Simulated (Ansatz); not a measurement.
# Si24BiC23 (Moissanite 6H): the cost of one run

Method: DFT, PBE, plane-wave PAW, default files, scalar-relativistic, as far as a step names no other, in Ansatz 0.2.0.

The COD entry's cell or inner coordinates are ideal or old and differ from later refinements, so a difference from it is no clean test against experiment.

**1. The structure to begin with**

The structure is trigonal, space group P3m1 (No. 156). Conventional cell: a = 6.190 Å, b = 6.190 Å, c = 15.170 Å, α = 90.00°, β = 90.00°, γ = 120.00°. Si (site symmetry 3m) is surrounded by 3 C at 1.90 Å and 1 Bi at 1.90 Å. Around Si (site symmetry m) lie 4 C at 1.90 Å. Around Si (site symmetry 3m) lie 4 C at 1.90 Å. Only part of the 24 independent sites is listed.

Coordinates:

```xyz
48
Lattice="6.1900 0.0000 0.0000 -3.0950 5.3607 0.0000 0.0000 0.0000 15.1700" Properties=species:S:1:pos:R:3 pbc="T T T"
Si    0.0000    0.0000    1.8962
Si   -1.5475    2.6803    1.8962
Si    3.0950    0.0000    1.8962
Si    1.5475    2.6803    1.8962
Si    0.0000    0.0000    9.4812
Si   -1.5475    2.6803    9.4812
Si    3.0950    0.0000    9.4812
Si    1.5475    2.6803    9.4812
Si    0.0000    1.7869    4.4251
Si   -1.5475    4.4672    4.4251
Si    3.0950    1.7869    4.4251
Si    1.5475    4.4672    4.4251
Si    1.5475    0.8934   12.0101
Si    0.0000    3.5738   12.0101
Si    4.6425    0.8934   12.0101
Si    3.0950    3.5738   12.0101
Si    0.0000    1.7869   14.5374
Si   -1.5475    4.4672   14.5374
Si    3.0950    1.7869   14.5374
Si    1.5475    4.4672   14.5374
Si    1.5475    0.8934    6.9524
Si    0.0000    3.5738    6.9524
Si    4.6425    0.8934    6.9524
Si    3.0950    3.5738    6.9524
Bi    0.0000    0.0000    0.0000
C    -1.5475    2.6803    0.0000
C     3.0950    0.0000    0.0000
C     1.5475    2.6803    0.0000
C     0.0000    0.0000    7.5850
C    -1.5475    2.6803    7.5850
C     3.0950    0.0000    7.5850
C     1.5475    2.6803    7.5850
C     0.0000    1.7869    2.5288
C    -1.5475    4.4672    2.5288
C     3.0950    1.7869    2.5288
C     1.5475    4.4672    2.5288
C     1.5475    0.8934   10.1138
C     0.0000    3.5738   10.1138
C     4.6425    0.8934   10.1138
C     3.0950    3.5738   10.1138
C     0.0000    1.7869   12.6412
C    -1.5475    4.4672   12.6412
C     3.0950    1.7869   12.6412
C     1.5475    4.4672   12.6412
C     1.5475    0.8934    5.0562
C     0.0000    3.5738    5.0562
C     4.6425    0.8934    5.0562
C     3.0950    3.5738    5.0562
```

Atom 25 of the input is the impurity.

**2. Single point at the given positions**

Contents of input.yaml:

```yaml
crystal:
  lattice:
    - [6.19, 0.0, 0.0]
    - [-3.095, 5.3606972494, 0.0]
    - [0.0, 0.0, 15.17]
  atoms:
    - { symbol: Si, position: [0.0, 0.0, 0.125] }
    - { symbol: Si, position: [0.0, 0.5, 0.125] }
    - { symbol: Si, position: [0.5, 0.0, 0.125] }
    - { symbol: Si, position: [0.5, 0.5, 0.125] }
    - { symbol: Si, position: [0.0, 0.0, 0.625] }
    - { symbol: Si, position: [0.0, 0.5, 0.625] }
    - { symbol: Si, position: [0.5, 0.0, 0.625] }
    - { symbol: Si, position: [0.5, 0.5, 0.625] }
    - { symbol: Si, position: [0.1666666666, 0.3333333334, 0.2917] }
    - { symbol: Si, position: [0.1666666666, 0.8333333334, 0.2917] }
    - { symbol: Si, position: [0.6666666666, 0.3333333334, 0.2917] }
    - { symbol: Si, position: [0.6666666666, 0.8333333334, 0.2917] }
    - { symbol: Si, position: [0.3333333334, 0.1666666666, 0.7917] }
    - { symbol: Si, position: [0.3333333334, 0.6666666666, 0.7917] }
    - { symbol: Si, position: [0.8333333334, 0.1666666666, 0.7917] }
    - { symbol: Si, position: [0.8333333334, 0.6666666666, 0.7917] }
    - { symbol: Si, position: [0.1666666666, 0.3333333334, 0.9583] }
    - { symbol: Si, position: [0.1666666666, 0.8333333334, 0.9583] }
    - { symbol: Si, position: [0.6666666666, 0.3333333334, 0.9583] }
    - { symbol: Si, position: [0.6666666666, 0.8333333334, 0.9583] }
    - { symbol: Si, position: [0.3333333334, 0.1666666666, 0.4583] }
    - { symbol: Si, position: [0.3333333334, 0.6666666666, 0.4583] }
    - { symbol: Si, position: [0.8333333334, 0.1666666666, 0.4583] }
    - { symbol: Si, position: [0.8333333334, 0.6666666666, 0.4583] }
    - { symbol: Bi, position: [0.0, 0.0, 0.0] }
    - { symbol: C, position: [0.0, 0.5, 0.0] }
    - { symbol: C, position: [0.5, 0.0, 0.0] }
    - { symbol: C, position: [0.5, 0.5, 0.0] }
    - { symbol: C, position: [0.0, 0.0, 0.5] }
    - { symbol: C, position: [0.0, 0.5, 0.5] }
    - { symbol: C, position: [0.5, 0.0, 0.5] }
    - { symbol: C, position: [0.5, 0.5, 0.5] }
    - { symbol: C, position: [0.1666666666, 0.3333333334, 0.1667] }
    - { symbol: C, position: [0.1666666666, 0.8333333334, 0.1667] }
    - { symbol: C, position: [0.6666666666, 0.3333333334, 0.1667] }
    - { symbol: C, position: [0.6666666666, 0.8333333334, 0.1667] }
    - { symbol: C, position: [0.3333333334, 0.1666666666, 0.6667] }
    - { symbol: C, position: [0.3333333334, 0.6666666666, 0.6667] }
    - { symbol: C, position: [0.8333333334, 0.1666666666, 0.6667] }
    - { symbol: C, position: [0.8333333334, 0.6666666666, 0.6667] }
    - { symbol: C, position: [0.1666666666, 0.3333333334, 0.8333] }
    - { symbol: C, position: [0.1666666666, 0.8333333334, 0.8333] }
    - { symbol: C, position: [0.6666666666, 0.3333333334, 0.8333] }
    - { symbol: C, position: [0.6666666666, 0.8333333334, 0.8333] }
    - { symbol: C, position: [0.3333333334, 0.1666666666, 0.3333] }
    - { symbol: C, position: [0.3333333334, 0.6666666666, 0.3333] }
    - { symbol: C, position: [0.8333333334, 0.1666666666, 0.3333] }
    - { symbol: C, position: [0.8333333334, 0.6666666666, 0.3333] }
total_charge: -1
kpoints:
  mp_grid: { grid: [4, 4, 2] }
scf:
  occupations: { method: fermi_dirac, width: 0.01 }
hamiltonian:
  xc: pbe
  pseudopotentials: { kind: paw }
output:
  forces: true
  stress: true
  populations: true
  efg: { quadrupole_moments_barn: { Bi: -0.516 }, contact_densities: true }
```

The run is started by

```
$ ansatz run input.yaml --threads 1 --pin off --max-ram 3072MiB --backend cpu --events-out ev --progress --plain --runs-dir out
```

What time and memory should one allow on 1 thread of Arm Neoverse V1, shared host?

About 2.2 min, with a peak of 1.1 GiB.
